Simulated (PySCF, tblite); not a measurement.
# C4H6O2Si: a rotation path, then NMR shifts on frames, part 2 of 2

tblite 0.8.0 and PySCF 2.14.0. Atoms count from 0. The steps go on from the part before.

## 5. Shielding tensors: image 4, PBE0/pcSseg-1

The job: settings as JSON, then the geometry in Å.

```
{"job": {"kind": "nmr", "xc": "PBE0", "basis": "pcSseg-1", "pop": false}, "charge": 0, "multiplicity": 1}
Si     2.382600     0.112000     0.510600
O      1.127200    -0.329500    -0.425400
C     -0.203100    -0.252900    -0.238600
C     -1.056000     0.810900    -0.646400
C     -2.307100     0.441200    -0.262900
O     -2.290600    -0.755600     0.340200
C     -1.011300    -1.178500     0.356900
H      3.476500    -0.317500    -0.343300
H      2.378300     1.556900     0.748400
H      2.322000    -0.580300     1.799000
H     -0.762800     1.701700    -1.161500
H     -3.256800     0.928600    -0.360900
H     -0.803400    -2.136600     0.787700
```

Level: GIAO PBE0/pcSseg-1 NMR shielding, non-relativistic, gas phase.

Output:

```text
coarse grid: 11864 points
cycle   1  E = -595.3040074999  dE =  1.371e+00  |g| = 6.705e-01  |ddm| = 3.436e+00
cycle   2  E = -595.2207279419  dE =  8.328e-02  |g| = 9.619e-01  |ddm| = 1.193e+00
cycle   3  E = -595.3824101718  dE = -1.617e-01  |g| = 1.015e-01  |ddm| = 7.911e-01
cycle   4  E = -595.3841836843  dE = -1.774e-03  |g| = 3.988e-02  |ddm| = 1.017e-01
cycle   5  E = -595.3845133406  dE = -3.297e-04  |g| = 1.204e-02  |ddm| = 3.572e-02
cycle   6  E = -595.3845356966  dE = -2.236e-05  |g| = 5.875e-03  |ddm| = 1.232e-02
cycle   7  E = -595.3845427217  dE = -7.025e-06  |g| = 1.169e-03  |ddm| = 4.961e-03
final grid: 111408 points
cycle   8  E = -595.4457077930  dE = -1.088e-05  |g| = 1.279e-02  |ddm| = 2.351e-02
cycle   9  E = -595.4456557606  dE =  5.203e-05  |g| = 2.120e-02  |ddm| = 2.003e-02
cycle  10  E = -595.4457360208  dE = -8.026e-05  |g| = 1.690e-03  |ddm| = 1.335e-02
cycle  11  E = -595.4457366485  dE = -6.278e-07  |g| = 3.827e-04  |ddm| = 1.572e-03
cycle  12  E = -595.4457366769  dE = -2.835e-08  |g| = 1.107e-04  |ddm| = 4.135e-04
cycle  13  E = -595.4457366794  dE = -2.543e-09  |g| = 1.957e-05  |ddm| = 9.494e-05
cycle  14  E = -595.4457366795  dE = -5.980e-11  |g| = 1.048e-05  |ddm| = 2.267e-05
converged SCF energy = -595.4457366795

GIAO shielding tensors (ppm)
atom      isotropic    diamagn.    paramagn.     s11        s22        s33       span
  0 Si     380.251     880.180    -499.929    334.286    344.802    461.665    127.380
  1 O      291.385     397.259    -105.873    237.039    272.340    364.777    127.738
  2 C       33.723     248.809    -215.086    -34.178     37.354     97.992    132.171
  3 C       74.095     253.853    -179.758     -4.886     70.941    156.232    161.118
  4 C       40.780     253.709    -212.929    -34.142     45.187    111.295    145.437
  5 O       57.634     396.589    -338.955    -89.555    -14.732    277.190    366.744
  6 C       52.434     255.466    -203.031    -11.243     53.475    115.071    126.315
  7 H       26.620      29.250      -2.630     23.482     24.678     31.701      8.219
  8 H       26.646      29.602      -2.956     23.056     25.524     31.358      8.302
  9 H       26.719      29.554      -2.834     23.185     25.546     31.427      8.242
 10 H       25.226      31.910      -6.684     23.467     25.196     27.016      3.548
 11 H       24.372      29.547      -5.174     21.524     25.362     26.230      4.706
 12 H       24.331      31.634      -7.302     21.719     24.574     26.702      4.983
```

Wall time 28 s (1 thread of Arm Neoverse N1, shared host); peak memory 0.8 GiB.

This run: δ C2 153.2, C4 146.1, C6 134.5, C3 112.8, H12 7.39, H11 7.34 ppm.

## 6. NMR shieldings: image 6, PBE0/pcSseg-1

The job: settings as JSON, then the geometry in Å.

```
{"job": {"kind": "nmr", "xc": "PBE0", "basis": "pcSseg-1", "pop": false}, "charge": 0, "multiplicity": 1}
Si     2.392300    -0.047600     0.544400
O      1.128700     0.018200    -0.480300
C     -0.195100    -0.043600    -0.257800
C     -1.179100     0.766600    -0.892400
C     -2.369500     0.370100    -0.368100
O     -2.198200    -0.614900     0.524500
C     -0.875900    -0.866800     0.592400
H      3.473600     0.023200    -0.422300
H      2.366900     1.096900     1.456800
H      2.374900    -1.278500     1.336800
H     -1.006800     1.520600    -1.631500
H     -3.372800     0.703400    -0.544400
H     -0.543300    -1.647100     1.245700
```

With the program's defaults for keys left out, this is: GIAO PBE0/pcSseg-1 NMR shielding, non-relativistic, gas phase.

Output:

```text
coarse grid: 11864 points
cycle   1  E = -595.3048928675  dE =  1.375e+00  |g| = 6.684e-01  |ddm| = 3.443e+00
cycle   2  E = -595.2213184994  dE =  8.357e-02  |g| = 9.609e-01  |ddm| = 1.200e+00
cycle   3  E = -595.3828452027  dE = -1.615e-01  |g| = 1.025e-01  |ddm| = 7.930e-01
cycle   4  E = -595.3846149330  dE = -1.770e-03  |g| = 4.361e-02  |ddm| = 1.055e-01
cycle   5  E = -595.3849921252  dE = -3.772e-04  |g| = 1.477e-02  |ddm| = 3.974e-02
cycle   6  E = -595.3850303729  dE = -3.825e-05  |g| = 5.823e-03  |ddm| = 1.462e-02
cycle   7  E = -595.3850373865  dE = -7.014e-06  |g| = 1.231e-03  |ddm| = 4.971e-03
final grid: 111408 points
cycle   8  E = -595.4459578603  dE = -1.136e-05  |g| = 1.267e-02  |ddm| = 2.407e-02
cycle   9  E = -595.4459077407  dE =  5.012e-05  |g| = 2.091e-02  |ddm| = 1.972e-02
cycle  10  E = -595.4459855407  dE = -7.780e-05  |g| = 1.598e-03  |ddm| = 1.296e-02
cycle  11  E = -595.4459860971  dE = -5.564e-07  |g| = 3.820e-04  |ddm| = 1.506e-03
cycle  12  E = -595.4459861254  dE = -2.835e-08  |g| = 1.147e-04  |ddm| = 4.167e-04
cycle  13  E = -595.4459861282  dE = -2.744e-09  |g| = 2.124e-05  |ddm| = 1.001e-04
cycle  14  E = -595.4459861282  dE = -6.730e-11  |g| = 1.287e-05  |ddm| = 2.673e-05
converged SCF energy = -595.4459861282

GIAO shielding tensors (ppm)
atom      isotropic    diamagn.    paramagn.     s11        s22        s33       span
  0 Si     385.813     880.079    -494.266    343.208    351.003    463.227    120.019
  1 O      291.731     396.997    -105.266    229.966    276.737    368.491    138.525
  2 C       33.165     249.018    -215.853    -34.806     35.959     98.341    133.147
  3 C       73.710     253.474    -179.764     -4.642     71.142    154.629    159.271
  4 C       40.745     253.086    -212.342    -34.282     44.827    111.688    145.970
  5 O       61.576     396.559    -334.982    -85.275     -7.071    277.075    362.350
  6 C       55.167     256.869    -201.702     -8.937     55.749    118.689    127.626
  7 H       26.681      29.199      -2.518     23.044     25.155     31.846      8.802
  8 H       26.730      29.437      -2.707     23.605     25.188     31.397      7.792
  9 H       26.512      29.705      -3.194     22.876     25.447     31.212      8.336
 10 H       25.233      31.419      -6.186     23.430     25.426     26.845      3.415
 11 H       24.414      29.304      -4.889     21.568     25.346     26.329      4.761
 12 H       24.303      32.497      -8.194     21.329     24.425     27.154      5.825
```

Run time: 28 s. Hardware: 1 thread of Arm Neoverse N1, shared host; peak memory 0.8 GiB.

Key values: δ C2 153.8, C4 146.2, C6 131.8, C3 113.2, H12 7.41, H11 7.30 ppm.

## 7. Nuclear shieldings: image 8, PBE0/pcSseg-1

The job: settings as JSON, then the geometry in Å.

```
{"job": {"kind": "nmr", "xc": "PBE0", "basis": "pcSseg-1", "pop": false}, "charge": 0, "multiplicity": 1}
Si     2.407600    -0.167900     0.508500
O      1.115800     0.328400    -0.347200
C     -0.200000     0.152600    -0.164200
C     -1.216200     0.662400    -1.021400
C     -2.391700     0.256100    -0.473300
O     -2.182200    -0.456100     0.642800
C     -0.848500    -0.519700     0.831500
H      3.452600     0.412600    -0.317800
H      2.364400     0.368900     1.869800
H      2.454500    -1.630000     0.576400
H     -1.069200     1.242100    -1.908200
H     -3.408700     0.406100    -0.776700
H     -0.482700    -1.055200     1.683500
```

Method: GIAO PBE0/pcSseg-1 NMR shielding, non-relativistic, gas phase.

Output:

```text
coarse grid: 11864 points
cycle   1  E = -595.3053048106  dE =  1.381e+00  |g| = 6.664e-01  |ddm| = 3.454e+00
cycle   2  E = -595.2214330953  dE =  8.387e-02  |g| = 9.600e-01  |ddm| = 1.254e+00
cycle   3  E = -595.3828885579  dE = -1.615e-01  |g| = 1.040e-01  |ddm| = 8.340e-01
cycle   4  E = -595.3846913672  dE = -1.803e-03  |g| = 4.568e-02  |ddm| = 1.087e-01
cycle   5  E = -595.3850992712  dE = -4.079e-04  |g| = 1.574e-02  |ddm| = 4.190e-02
cycle   6  E = -595.3851440978  dE = -4.483e-05  |g| = 5.718e-03  |ddm| = 1.535e-02
cycle   7  E = -595.3851508619  dE = -6.764e-06  |g| = 1.265e-03  |ddm| = 4.879e-03
final grid: 111408 points
cycle   8  E = -595.4465333413  dE = -1.188e-05  |g| = 1.266e-02  |ddm| = 2.563e-02
cycle   9  E = -595.4464841205  dE =  4.922e-05  |g| = 2.080e-02  |ddm| = 1.959e-02
cycle  10  E = -595.4465610429  dE = -7.692e-05  |g| = 1.555e-03  |ddm| = 1.285e-02
cycle  11  E = -595.4465615671  dE = -5.242e-07  |g| = 3.972e-04  |ddm| = 1.492e-03
cycle  12  E = -595.4465615977  dE = -3.063e-08  |g| = 1.205e-04  |ddm| = 4.430e-04
cycle  13  E = -595.4465616007  dE = -3.025e-09  |g| = 2.319e-05  |ddm| = 1.095e-04
cycle  14  E = -595.4465616008  dE = -7.981e-11  |g| = 1.357e-05  |ddm| = 2.886e-05
converged SCF energy = -595.4465616008

GIAO shielding tensors (ppm)
atom      isotropic    diamagn.    paramagn.     s11        s22        s33       span
  0 Si     387.424     880.047    -492.623    345.849    349.447    466.975    121.126
  1 O      281.528     396.737    -115.210    203.907    268.075    372.601    168.694
  2 C       33.028     248.925    -215.897    -34.561     34.147     99.499    134.060
  3 C       73.961     253.607    -179.646     -4.159     71.573    154.469    158.628
  4 C       40.427     252.860    -212.433    -34.973     44.953    111.302    146.275
  5 O       64.085     396.547    -332.462    -79.499     -2.426    274.179    353.678
  6 C       58.716     257.977    -199.260      0.012     58.919    117.218    117.206
  7 H       26.665      29.145      -2.480     22.653     25.474     31.869      9.216
  8 H       26.628      29.512      -2.884     23.805     24.813     31.266      7.461
  9 H       26.623      29.571      -2.947     23.802     24.808     31.260      7.459
 10 H       25.204      31.374      -6.170     23.236     25.536     26.841      3.605
 11 H       24.376      29.240      -4.864     21.463     25.348     26.317      4.853
 12 H       24.490      32.849      -8.359     21.655     24.795     27.021      5.366
```

Wall time 29 s (1 thread of Arm Neoverse N1, shared host); peak memory 0.8 GiB.

In short: δ C2 153.9, C4 146.5, C6 128.2, C3 113.0, H11 7.34, H12 7.23 ppm.

## 8. Comparing the runs: NMR shifts

Shifts (ppm) of some atoms, chosen among heavy atoms and hydrogens apart, with basis size and wall time:

```tsv
frame	C6	C3	H12	H8	Si0	O5	O1	functions	time
image 0	134.0	107.9	7.43	5.17	-39.2	278.8	50.9	156	37 s
image 2	135.1	109.5	7.42	5.27	-36.9	277.6	46.4	156	28 s
image 4	134.5	112.8	7.39	5.07	-31.1	278.4	44.7	156	28 s
image 6	131.8	113.2	7.41	4.99	-36.7	274.5	44.3	156	28 s
image 8	128.2	113.0	7.23	5.09	-38.3	272.0	54.6	156	29 s
```

## 9. Results

What follows sums up all 2 parts.

| quantity | value |
| --- | --- |
| barrier | 0.067 eV (1.6 kcal/mol) at image 4 |
| end to end (GFN2-xTB) | 0.012 eV |
| 13C shifts against TMS (PBE0/pcSseg-1, image 0) | 152.4, 145.6, 134.0, 107.9 ppm |
| 1H shifts against TMS (PBE0/pcSseg-1, image 0) | 7.43, 7.31, 6.33, 5.17, 5.17, 5.04 ppm |
| 29Si shifts against TMS (PBE0/pcSseg-1, image 0) | -39.2 ppm |
| 17O shifts against H2O (PBE0/pcSseg-1, image 0) | 278.8, 50.9 ppm |
| surface potential, 1st and 99th percentile | -0.94 V and 1.57 V |
| range of the shift of O1 | 44.3 to 54.6 ppm |

Along the band the dihedral turns by 180°, and the top (dihedral -88°) lies 1.6 kcal/mol above the start (GFN2-xTB, rough), so at room temperature this motion is fast. Ends this close can change order at a higher level. The top was not checked by a frequency run. Shifts at one fixed geometry are not the observed spectrum, which averages over the motion. In the first frame run (image 0): The largest span, 368 ppm, is at O5, where the paramagnetic term is -339 ppm. NICS(1)zz of -25 ppm above the planar ring from C2 marks a diatropic (aromatic) ring current. Across the 5 runs the shift of O1 moves most, between 44.3 (image 6) and 54.6 ppm (image 8).
